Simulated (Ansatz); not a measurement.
# GePHF+ (quintet): from Hartree-Fock to the top rungs, cc-pVDZ

An exercise on one series of results from a longer session: the logs are not shown, and one member is left open.

Program: Ansatz 0.2.0, Gaussian basis. Level of theory: cc-pVDZ, core rule «outside noble gas», up to 20 orbitals frozen. These are calculated values, not measurements.

The runs, in order: UHF; CCSD(T) on ROHF; CCSD(T) on UHF; BCCD(T) on ROHF; CISD as a restricted active space (open shells left free, so some higher excitations enter); CCSDT(Q) on ROHF; CCSDT(Q) on UHF.

7 further runs of the same task are left out: 2 for a known fault of the program, 5 set aside as unsound or not needed. Runs told in other sessions of the task aren't counted.

### The system

The geometry is a PBE0/def2-TZVP stationary point (not a proven minimum) of the parent state, kept for this charge and spin. No spin-orbit coupling is included. The filled d shell of Ge may be among the frozen orbitals whatever the setting's name suggests.

4 atoms, charge 1, spin multiplicity 5.

Atoms are counted from 1 here; the program's logs count them from 0.

Bond lengths: F1–P2 1.596 Å, P2–Ge3 2.389 Å, P2–H4 1.429 Å. Angles: F1–P2–Ge3 110.6°, F1–P2–H4 95.9°, Ge3–P2–H4 103.3°.

The first run:

File in.yaml:

```yaml
crystal:
  periodic: [false, false, false]
  atoms:
    - {symbol: F, position_ang: [-0.049212, -0.722728, 2.144704]}
    - {symbol: P, position_ang: [0.111557, 0.559116, 1.206925]}
    - {symbol: Ge, position_ang: [-0.018267, -0.064643, -1.096029]}
    - {symbol: H, position_ang: [-1.184045, 1.099712, 1.474900]}
basis:
  gaussian: {orbitals: cc-pVDZ}
total_charge: 1
magnetization: {spin_polarized: true, initial_magnetization: 4}
hamiltonian: {xc: hf}
output: {orbitals: {seedname: orbitals}}
```

The run is started by

```sh
> ansatz run in.yaml --threads 1 --pin off --events-out ev --progress --plain --max-ram 4096MiB --backend cpu
```

Among the steps run: UHF; CCSD(T) on ROHF; CCSD(T) on UHF; BCCD(T) on ROHF; CISD as a restricted active space (open shells left free, so some higher excitations enter); CCSDT(Q) on ROHF; CCSDT(Q) on UHF.

One of the session's tables, all rows but one given; the rest of the session is left out.

It belongs to the step «Misses and costs». 

| method | from RCCSDT(Q) (meV) |
| --- | --- |
| ROHF | +9807.2 |
| UHF | +9696.4 |
| RMP2 | +1161.3 |
| UMP2 | +1131.0 |
| CISD | +1248.4 |
| RCCSD | +358.2 |
| UCCSD | +335.8 |
| RCCSD(T) | +76.8 |
| UCCSD(T) | +57.3 |
| BCCD(T) | +65.0 |
| RCCSDT | +23.2 |
| UCCSDT | ? |
| RCCSDT(Q) | 0 |
| UCCSDT(Q) | -25.2 |

Q: Estimate the row for UCCSDT from the others.

As computed: from RCCSDT(Q) (meV): +3.6. In the column «from RCCSDT(Q) (meV)» it lies between RCCSDT(Q) (0) and RCCSDT (+23.2).

Caveats from the session: Restricted and unrestricted rows rest on different reference determinants; a gap between their highest levels can come from leftover correlation error, from unlike frozen cores or from another state.
